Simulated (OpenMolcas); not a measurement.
# Ir³⁺ among point charges: CASSCF and CASPT2 levels and susceptibility

Aim: the splitting of the states of Ir³⁺ in the field of 6 point charges, its lowest levels with spin-orbit coupling and its magnetic susceptibility.

Program: OpenMolcas 26.06. Level of theory: state-averaged CASSCF and CASPT2, spin-orbit coupling by RASSI with atomic mean-field integrals. These are calculated values, not measurements, unless marked.

## (1) The system

| Quantity | Value |
| --- | --- |
| Species | Ir³⁺ (iridium, Z = 77, 74 electrons) |
| Basis | ANO-RCC-VDZP [7s6p4d2f], 59 functions |
| Scalar Hamiltonian | DKH2, point nucleus |
| Inactive shells | 1s 2s 2p 3s 3p 3d 4s 4p 4d 4f 5s 5p |
| Active space | 6 electrons in 5 orbitals (5d) |
| Some configurations of this space | 5d⁶ |
| Orbitals | optimised for each spin and parity, averaged over all roots |

Outer shells as boxes (Hund's rule):

5d6
```
5d [↑↓][↑ ][↑ ][↑ ][↑ ]
```

The ion sits among 6 point charges of -1.36 e arranged as an octahedron (Oh), 1.82 Å from the ion.

Each step is its own input file, run in one work folder so that later steps find the files of earlier ones. Labels, J, g values, rates, χT and fits are worked out afterwards by a script from the matrices that RASSI stores. The input lists half of the charges; inversion (Group=XYZ) makes the rest.

## (2) Basis and integrals

The input, a.inp:

```
&GATEWAY
Coord
1

Ir 0.0 0.0 0.0
Basis=ANO-RCC-VDZP
Group=XYZ
NoMove
AngMom=0.0 0.0 0.0
AMFI
XField
3 Angstrom 0
1.820000 0.000000 0.000000 -1.360000
0.000000 1.820000 0.000000 -1.360000
0.000000 0.000000 1.820000 -1.360000
&SEWARD
```

Started as:

```bash
$ OMP_NUM_THREADS=1 MOLCAS_MEM=1689 MOLCAS_PROJECT=a pymolcas a.inp > a.log
```

## (3) CASSCF: quintets of even parity, 5 roots

The input, a.inp:

```
&RASSCF
FileOrb=start.orb
Symmetry=1
Spin=5
nActEl=6 0 0
Inactive=15 19
Ras2=5 0
CIRoot=5 5 1
SDav=5
CIMx=300
Iter=120 100
PrWF=0.3
OrbListing=Nothing
MaxOrb=0
>>> COPY $Project.JobIph JOB001
```

start.orb holds the contracted functions of the basis, ordered by shell, or the orbitals of the step before.

## (4) Reference wave functions, triplets of even parity, 45 roots

The input, a.inp:

```
&RASSCF
FileOrb=start.orb
Symmetry=1
Spin=3
nActEl=6 0 0
Inactive=15 19
Ras2=5 0
CIRoot=45 45 1
SDav=45
CIMx=300
Iter=120 100
PrWF=0.3
OrbListing=Nothing
MaxOrb=0
>>> COPY $Project.JobIph JOB002
```

## (5) Reference wave functions, singlets of even parity, 50 roots

The input, a.inp:

```
&RASSCF
FileOrb=start.orb
Symmetry=1
Spin=1
nActEl=6 0 0
Inactive=15 19
Ras2=5 0
CIRoot=50 50 1
SDav=50
CIMx=300
Iter=120 100
PrWF=0.3
OrbListing=Nothing
MaxOrb=0
>>> COPY $Project.JobIph JOB003
```

## (6) RASSI: spin-orbit coupling between the states

The input, a.inp:

```
&RASSI
NrOfJobIphs=3 5 45 50
1 2 3 4 5
1 2 3 4 5 6 7 8 9 10 11 12 13 14 15 16 17 18 19 20 21 22 23 24 25 26 27
28 29 30 31 32 33 34 35 36 37 38 39 40 41 42 43 44 45
1 2 3 4 5 6 7 8 9 10 11 12 13 14 15 16 17 18 19 20 21 22 23 24 25 26 27
28 29 30 31 32 33 34 35 36 37 38 39 40 41 42 43 44 45 46 47 48 49 50
IphNames
JOB001
JOB002
JOB003
EJob
SpinOrbit
DIPRint=1.0
SOCoupling=1000.0
Subsets=2
Property=9
'ANGMOM' 1 'ANGMOM' 2 'ANGMOM' 3 'MLTPL  1' 1 'MLTPL  1' 2 'MLTPL  1' 3
'AMFI' 1 'AMFI' 2 'AMFI' 3
SOProperty=3
'ANGMOM' 1 'ANGMOM' 2 'ANGMOM' 3
```

## (7) CASPT2: IPEA 0.25, imaginary shift 0.1 (closed shells correlated: 5s 5p)

The input, a.inp:

```
>>> COPY JOB001 $Project.JobIph
&CASPT2
Multistate=5 1 2 3 4 5
NoMult
Frozen=14 16
IPEA=0.25
Imaginary=0.1
MaxIter=60
WThr=0.0 0.3 0.05
PrWF=0.5
NoMix
>>> COPY JOB002 $Project.JobIph
&CASPT2
Multistate=45 1 2 3 4 5 6 7 8 9 10 11 12 13 14 15 16 17 18 19 20 21 22
23 24 25 26 27 28 29 30 31 32 33 34 35 36 37 38 39 40 41 42 43 44 45
NoMult
Frozen=14 16
IPEA=0.25
Imaginary=0.1
MaxIter=60
WThr=0.0 0.3 0.05
PrWF=0.5
NoMix
>>> COPY JOB003 $Project.JobIph
&CASPT2
Multistate=50 1 2 3 4 5 6 7 8 9 10 11 12 13 14 15 16 17 18 19 20 21 22
23 24 25 26 27 28 29 30 31 32 33 34 35 36 37 38 39 40 41 42 43 44 45 46
47 48 49 50
NoMult
Frozen=14 16
IPEA=0.25
Imaginary=0.1
MaxIter=60
WThr=0.0 0.3 0.05
PrWF=0.5
NoMix
```

(Steps that only read results are left out.)

Q: Predict the outcome of this session. Wanted: spin-free ground state; first state of the same spin within the active space; lowest level; next level.

**Answer**, as computed:

| quantity | value |
| --- | --- |
| method | SS-CASPT2, IPEA 0.25, imaginary shift 0.1 (closed shells correlated: 5s 5p) |
| spin-free ground state | 5T2, 3-fold in its orbital part |
| first state of the same spin within the active space | 5E at 14900 cm⁻¹ |
| lowest level | 1-fold A1 |
| next level | 2117.5 cm⁻¹ |
| χT at 300 K | 0.37 cm³ K/mol |
| effective moment at 300 K | 1.72 μB |

Cost by method:

| method | time of its own steps | time with the reference |
| --- | --- | --- |
| A. CASSCF | 25 s | 25 s |
| B. SS-CASPT2, IPEA 0.25, imaginary shift 0.1, +5s 5p | 12 s | 37 s |

Times are of one thread on a shared host.

**Reading.** The spin-free ground state (5T2) comes to 100 % from free-ion D terms and keeps the highest spin of the shell. χT at 300 K is 0.37, against 3.01 cm³ K/mol for the spin alone, so spin-orbit coupling lowers it. An active space of the d shell alone favours high spin; real ions in strong fields can be low spin. CASPT2 does not keep the components of a term degenerate, and the means are used. The field of point charges can differ much from that of real complexes. With metal d orbitals alone active, the gaps between spin states are rough; where two lie within a few thousand cm-1, their order is open. Point charges carry no covalency, so the field is a model and not that of real ligands.
